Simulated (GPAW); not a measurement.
Write an ASE script for GPAW 26.7.0 that does the following.

* Task: relaxation of cell and atoms
* Functional: BLYP
* Potentials or basis: PAW data sets generated in the run's folder for this functional
* Cutoff: 600 eV
* Basis: pw
* k mesh: 8 × 8 × 8
* Occupations: fermi-dirac, width 0.05 eV
* Spin: no spin polarisation
* Eigensolver: davidson
* Maxiter: 150
* Optimizer: BFGS
* Fmax: 0.02 eV/Å
* Max steps: 60
* Convergence: density=1e-05 forces=0.0001

The structure of GaSn lies in POSCAR:

```
GaSn
1.0
    0.0000000000      2.9028814200      3.0982155700
    2.7292512900      0.0000000000      3.0982155700
    2.7292512900      2.9028814200      0.0000000000
Ga Sn
1 1
Direct
    0.5000000000      0.5000000000      0.5000000000
    0.0000000000      0.0000000000      0.0000000000
```

The cell was built by a generator and needn't be a form met in nature.

These files were run (other wordings do the same):

run.py

```python
from ase.filters import FrechetCellFilter
from ase.io import read, write
from ase.optimize import BFGS
from gpaw import GPAW, PW, setup_paths

setup_paths.insert(0, '.')

atoms = read('POSCAR')

calc = GPAW(mode=PW(600),
            xc='BLYP',
            kpts={'size': (8, 8, 8), 'gamma': True},
            occupations={'name': 'fermi-dirac', 'width': 0.05},
            nbands=17,
            convergence={'density': 1e-05, 'forces': 0.0001},
            eigensolver='davidson',
            maxiter=150,
            txt='gpaw.txt')
atoms.calc = calc
opt = BFGS(FrechetCellFilter(atoms), trajectory='relax.traj', logfile='-')
done = opt.run(fmax=0.02, steps=60)
calc.write('gs.gpw')
write('result.traj', atoms)
print('Converged:', done)
print('Cell:', atoms.cell.cellpar().round(4))
print('Volume:', round(atoms.get_volume(), 4))
print(atoms.get_scaled_positions().round(5))
```

Potentials or basis: PAW data sets generated in the run's folder for this functional, pw.

Launch:

```sh
$ gpaw-setup -f BLYP Ga Sn
$ OMP_NUM_THREADS=1 python run.py
```

Results of the run:

| Property | Result |
| --- | --- |
| Relaxed volume | 26.87 Å³/atom |
| Relaxed cell | a = 4.233 Å, b = 4.236 Å, c = 4.238 Å, α = 59.94°, β = 60.01°, γ = 60.05° |
| Space group after relaxing (to 0.05 Å) | Fm-3m (No. 225) |
| Energy gained by relaxing | 85.1 meV/atom |
| Ionic steps | 8 |
| Pressure after relaxing | 0.0 GPa |
| Band gap on the k mesh | none (metal or under the smearing width) |

Caveat: later steps reuse the first step's grids.

It took 6 min on 1 thread of Arm Neoverse V1, with other jobs on the host, peak memory 0.46 GiB.
